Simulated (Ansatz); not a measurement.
**PbCClO2 (database structure): how the settings move a single-point run**

Question: which choices in the input matter for PbCClO2 (database structure)?

Program: Ansatz 0.2.0. Level of theory: reference: DFT r2SCAN, plane waves, PAW, scalar-relativistic, no spin polarisation. These are calculated values, not measurements.

**1. Starting point**

It takes space group C2/m (No. 12, monoclinic). Conventional cell: a = 6.016 Å, b = 5.946 Å, c = 9.540 Å, α = 90.00°, β = 95.23°, γ = 90.00°. C (site symmetry 2) is surrounded by 2 O at 1.28 Å. Cl (site symmetry m) has 5 Pb at 3.08 to 3.25 Å as nearest neighbours. O (site symmetry 1) is surrounded by 1 C at 1.28 Å. Around Pb (site symmetry m) lie 4 O at 2.54 to 2.74 Å and 5 Cl at 3.08 to 3.25 Å.

Coordinates:

```xyz
10
Lattice="3.0081 2.9728 0.0000 3.0081 -2.9728 0.0000 0.8700 0.0000 -9.5006" Properties=species:S:1:pos:R:3 pbc="T T T"
C     3.4431    0.7908   -4.7503
C     3.4431   -0.7908   -4.7503
Cl    2.4090    0.0000   -8.3710
Cl    4.4773    0.0000   -1.1296
O     3.8885    1.3675   -5.8039
O     2.9977    1.3675   -3.6967
O     2.9977   -1.3675   -3.6967
O     3.8885   -1.3675   -5.8039
Pb    5.3277    0.0000   -7.3820
Pb    1.5585    0.0000   -2.1186
```

**2. Reference**

The input, input.yaml:

```yaml
crystal:
  lattice:
    - [3.008128, 2.972837, 0.0]
    - [3.008128, -2.972837, 0.0]
    - [0.869978, 0.0, -9.500634]
  atoms:
    - { symbol: C, position: [0.633, 0.367, 0.5] }
    - { symbol: C, position: [0.367, 0.633, 0.5] }
    - { symbol: Cl, position: [0.273, 0.273, 0.8811] }
    - { symbol: Cl, position: [0.727, 0.727, 0.1189] }
    - { symbol: O, position: [0.788, 0.328, 0.6109] }
    - { symbol: O, position: [0.672, 0.212, 0.3891] }
    - { symbol: O, position: [0.212, 0.672, 0.3891] }
    - { symbol: O, position: [0.328, 0.788, 0.6109] }
    - { symbol: Pb, position: [0.7732, 0.7732, 0.777] }
    - { symbol: Pb, position: [0.2268, 0.2268, 0.223] }
  symmetry: { tolerance: 0.0003 }
kpoints:
  mp_grid: { grid: [4, 4, 2], shift: [0, 0, 0] }
magnetization:
  spin_polarized: false
scf:
  occupations: { method: fermi_dirac }
hamiltonian:
  pseudopotentials: { kind: paw }
  xc: r2scan
basis:
  ecutwfc: 500
output:
  forces: true
  stress: true
  eigenvalues: true
  write_density: true
  write_potential: true
  elf: true
  volumetric_format: npy
```

Launch:

```sh
ansatz run input.yaml --threads 1 --pin off --max-ram 2560MiB --backend cpu --events-out ev --progress --plain --runs-dir out
```

**3. Changed: symmetry.detect false, tolerance left out**

input.yaml: that of step 2 with these lines changed.

```diff
@@ -16,3 +16,3 @@
     - { symbol: Pb, position: [0.2268, 0.2268, 0.223] }
-  symmetry: { tolerance: 0.0003 }
+  symmetry: { detect: false }
 kpoints:
@@ -32,5 +32 @@
   eigenvalues: true
-  write_density: true
-  write_potential: true
-  elf: true
-  volumetric_format: npy
```

**4. Changing settings: occupations.method tetrahedron**

input.yaml: that of step 2 with these lines changed.

```diff
@@ -22,3 +22,3 @@
 scf:
-  occupations: { method: fermi_dirac }
+  occupations: { method: tetrahedron }
 hamiltonian:
@@ -32,5 +32 @@
   eigenvalues: true
-  write_density: true
-  write_potential: true
-  elf: true
-  volumetric_format: npy
```

**5. A run with other settings**

input.yaml: that of step 2 with these lines changed.

```diff
@@ -2,5 +2,5 @@
   lattice:
-    - [3.008128, 2.972837, 0.0]
-    - [3.008128, -2.972837, 0.0]
-    - [0.869978, 0.0, -9.500634]
+    - [2.1056896, 2.0809859, 0.0]
+    - [2.1056896, -2.0809859, 0.0]
+    - [0.6089846, 0.0, -6.6504438]
   atoms:
@@ -23,2 +23,3 @@
   occupations: { method: fermi_dirac }
+  max_iter: 75
 hamiltonian:
@@ -32,5 +33 @@
   eigenvalues: true
-  write_density: true
-  write_potential: true
-  elf: true
-  volumetric_format: npy
```

(Steps that only read results are left out.)

Before running it: what results should come out? Wanted: for each run, ending; energy change; pressure; gap; force.

The runs gave:

```csv
run,ending,energy change,pressure (GPa),gap (eV),force (eV/Å),cycles,time
reference,converged,0,-4.4,3.18,1.72,7,17 s
"1: symmetry.detect false, tolerance left out",converged,0.0 meV/atom,-4.4,3.18,1.72,8,29 s
2: occupations.method tetrahedron,converged,0.0 meV/atom (σ→0),-4.4,3.18,1.72,7,14 s
3: structure,converged,+11.40 eV/atom,814.8,0.00,84.39,9,9.4 s
```

Times don't compare one to one where runs were asked for different outputs or read a saved state (see the inputs); cycles may leave out searches for a lower state.

Residual by cycle in the longest SCF loop of each run; runs are numbered as in the table. The quantity is the density residual dr2, in eV.

```csv
cycle,reference,run 1,run 2,run 3
1,0.116,0.115,0.116,3.75
2,0.0121,0.0121,0.0119,1.39
3,0.00259,0.00258,0.00263,0.0333
4,1.9e-4,1.9e-4,1.9e-4,0.00659
5,1.2e-5,1.2e-5,1.2e-5,9.7e-4
6,7.1e-7,7.3e-7,8.5e-7,1.8e-4
7,6.1e-8,1.5e-7,7.2e-8,1.1e-5
8,-,9.0e-8,-,4.1e-7
9,-,-,-,1.6e-8
```

Of the converged runs whose energies compare with the reference's, none moves it noticeably. Of the variants the dearest is «symmetry.detect false, tolerance left out» (29 s), the cheapest «structure» (9.4 s), on a shared host. The gap of the reference lacks spin-orbit coupling, though the cell holds Pb.

The reference is no final answer either: spin-orbit coupling, which can shrink the gap with elements this heavy, is left out; the cell is far from equilibrium (-4 GPa, forces up to 1.7 eV/Å), so its values aren't those of the relaxed material.

The gaps are Kohn-Sham values of a semilocal functional, not quasiparticle or optical gaps. Such gaps usually fall short of the measured ones; spin-orbit coupling, left out here, narrows gaps with Pb, so the two errors partly cancel.
